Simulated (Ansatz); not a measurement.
# C5H8Se: a ladder of functionals and wavefunction methods

Aim: compute C5H8Se with functionals from several rungs and with coupled cluster. The yardstick is the atomisation energy at the CCSD(T) limit.

Method: functionals in def2-TZVPP, the program's frozen cores in correlated methods; program: Ansatz 0.2.0, Gaussian basis.

Levels to be run: PBE-D4, r2SCAN-D4, PBE0-D4, B3LYP-D4, ωB97X-V, ωB97M-V, B2PLYP; CCSD(T)/def2-TZVPP; MP2/def2-QZVPP; extrapolation to the limit.

## 1. The geometry

All runs share one geometry, relaxed beforehand with PBE0-D4 in a triple-zeta def2 set.

SMILES `C=CC[Se]C=C`, 14 atoms, charge 0, spin multiplicity 1.

Atoms are counted from 1 here; the program's logs count them from 0.

Bond lengths: C1–C2 1.326 Å, C1–H7 1.083 Å, C1–H8 1.086 Å, C2–C3 1.484 Å, C2–H9 1.087 Å, C3–Se4 1.957 Å, C3–H10 1.093 Å, C3–H11 1.091 Å, Se4–C5 1.885 Å, C5–C6 1.326 Å, C5–H12 1.086 Å, C6–H13 1.081 Å, C6–H14 1.084 Å. Angles: C2–C1–H7 121.4°, C2–C1–H8 121.7°, H7–C1–H8 116.9°, C1–C2–C3 124.6°, C1–C2–H9 119.7°, C3–C2–H9 115.8°, C2–C3–Se4 112.9°, C2–C3–H10 111.3°, C2–C3–H11 112.6°, Se4–C3–H10 102.6°, Se4–C3–H11 108.8°, H10–C3–H11 108.1°, C3–Se4–C5 101.3°, Se4–C5–C6 128.9°, Se4–C5–H12 110.4°, C6–C5–H12 120.7°, C5–C6–H13 123.1°, C5–C6–H14 119.9° and more.

## 2. PBE-D4 (GGA)

in.yaml reads:

```yaml
crystal:
  periodic: [false, false, false]
  atoms:
    - {symbol: C, position_ang: [-1.940676, 0.548488, -0.433132]}
    - {symbol: C, position_ang: [-1.086463, 1.004654, 0.472347]}
    - {symbol: C, position_ang: [0.324372, 1.370258, 0.190537]}
    - {symbol: Se, position_ang: [1.601799, 0.404861, 1.315452]}
    - {symbol: C, position_ang: [1.571250, -1.305183, 0.523425]}
    - {symbol: C, position_ang: [0.928279, -1.708738, -0.563628]}
    - {symbol: H, position_ang: [-2.962838, 0.302651, -0.171726]}
    - {symbol: H, position_ang: [-1.651511, 0.408667, -1.470278]}
    - {symbol: H, position_ang: [-1.409700, 1.128682, 1.502737]}
    - {symbol: H, position_ang: [0.523047, 2.413955, 0.447297]}
    - {symbol: H, position_ang: [0.595921, 1.221785, -0.855714]}
    - {symbol: H, position_ang: [2.193800, -1.993947, 1.086976]}
    - {symbol: H, position_ang: [0.287290, -1.060920, -1.145794]}
    - {symbol: H, position_ang: [1.025412, -2.735182, -0.898488]}
basis:
  gaussian: {orbitals: def2-TZVPP}
hamiltonian: {xc: pbe, dispersion: d4}
output: {forces: true, orbitals: {seedname: orbitals}}
```

Launch:

```console
> ansatz run in.yaml --threads 2 --pin off --events-out ev --progress --plain --max-ram 32768MiB --backend cuda --devices 0, --max-vram 18GiB
```

Further steps of the session: r2SCAN-D4 (meta-GGA); PBE0-D4 (hybrid); B3LYP-D4 (hybrid); ωB97X-V (range-separated); ωB97M-V (range-separated); B2PLYP (double hybrid); CCSD(T) in def2-TZVPP; MP2 in def2-QZVPP.

Q: Predict the results of all the runs planned. Wanted: atomisation energy, CCSD(T)/CBS; farthest; mean size of error, hybrid; mean size of error, range-separated; gap, smallest and largest; T1 diagnostic; triples share of the correlation energy.

The runs gave:

```
                               quantity                                                   value
        atomisation energy, CCSD(T)/CBS                                           5618.5 kJ/mol
 functionals within 56.2 kJ/mol (1.0 %)  r2SCAN-D4, PBE0-D4, B3LYP-D4, ωB97X-V, ωB97M-V, B2PLYP
                               farthest                                  PBE-D4 (+158.4 kJ/mol)
             mean size of error, hybrid                                             33.0 kJ/mol
    mean size of error, range-separated                                              3.7 kJ/mol
              gap, smallest and largest                    3.85 eV (PBE-D4), 10.25 eV (ωB97X-V)
                          T1 diagnostic                                                  0.0108
triples share of the correlation energy                                                   4.4 %
```

In words: PBE-D4 misses by +158.4 kJ/mol. Double hybrids carry the basis error of their MP2 part in triple zeta, and no dispersion term here, so their miss is partly the set-up's. The reference freezes the cores and leaves out relativity and excitations past (T), and its outer-core shells are covered unevenly, so misses under about 56.2 kJ/mol can't be ranked. All levels share the lack of spin-orbit coupling, which lowers the free heavy atoms and so the true binding. Hartree-Fock recovers 73 % of the binding; the rest is correlation. Orbital gaps span 3.8 to 10.3 eV; exact exchange widens them. Correlated methods include outer-core shells of Se, which these sets cover unevenly.
